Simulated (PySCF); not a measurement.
# HgH: from the state search to spectroscopic constants

What are the lowest state that PBE0 finds, the bond length, vibrational wavenumber and bond energy of HgH, and how much do these hang on the method?

Computed with PySCF 2.14.0. Level: Hg def2-SVPD with ECP60, H def2-SVPD, scalar-relativistic core potentials.

### 1 Input

Settings of the job:

```yaml
atoms: Hg, H
charge: 0
basis: Hg def2-SVPD with ECP60, H def2-SVPD
Hamiltonian: scalar-relativistic core potentials
basis_functions: 43
electrons_treated: 21
masses_in_u: 201.9706, 1.0078
levels: PBE0, PBE, r²SCAN, B2PLYP, B97-3, PBEsol, ωB97X, HF, MP2, SCS-MP2, CCSD, CCSD(T)
grid: 80 radial by 434 angular points
occupations: held fixed by the projection of orbital angular momentum
dissociation_limit: Hg + H, each in its ground configuration
starting_distance_in_angstrom: 1.695
values_of_2S_to_try: 1, 3
```

On the command line:

```
$ OMP_NUM_THREADS=1 python dia.py task.json out
```

The runs that follow: The PBE0 curve of the state that the search chose; Other states along the same grid; PBE; r²SCAN; B2PLYP; B97-3 (global hybrid GGA); PBEsol (GGA); ωB97X (range-separated hybrid); UHF (mean field); MP2 and coupled cluster.

Q: Predict the outcome of this session. Wanted: for each run, Re; ωe; De; μ.

The runs gave:

Lowest PBE0 solution found, without spin–orbit coupling: ²Σ⁺ (doublet), unpaired electrons σ ↑. The other levels ran on it alone.

```tsv
level	Re (Å)	ωe (cm⁻¹)	De (eV)	μ (D)
UHF	1.804	1194	0.072	-0.58
UHF-MP2	1.767	1130	0.023	n/a
UHF-SCS-MP2	1.774	1157	0.036	n/a
UHF-CCSD	1.782	1205	0.284	n/a
UHF-CCSD(T)	1.783	1201	0.294	n/a
PBE	1.820	1151	0.369	-0.35
PBEsol	1.794	1238	0.51	-0.26
r²SCAN	1.796	1215	0.56	-0.35
PBE0	1.793	1238	0.380	-0.38
B97-3	1.819	1148	0.269	-0.48
ωB97X	1.793	1269	0.360	-0.49
B2PLYP	1.809	1140	0.304	-0.46
```

De is counted to Hg + H in their ground configurations. A positive dipole means Hg(−)H(+).

**Reading.** Bond lengths run from 1.767 Å (UHF-MP2) to 1.820 Å (PBE). CCSD(T) can't serve as the judge here: for a weak bond in this basis it is far from its limit. Among the levels with a De in the table, it runs from 0.023 eV (UHF-MP2) to 0.56 eV (r²SCAN).

Spin–orbit coupling is left out. B2PLYP dipoles, levels and charges come from its SCF part alone. The bond is weak, and basis-set superposition, which was not computed, may be a sizeable part of it. With spin–orbit coupling the term label itself may not hold.
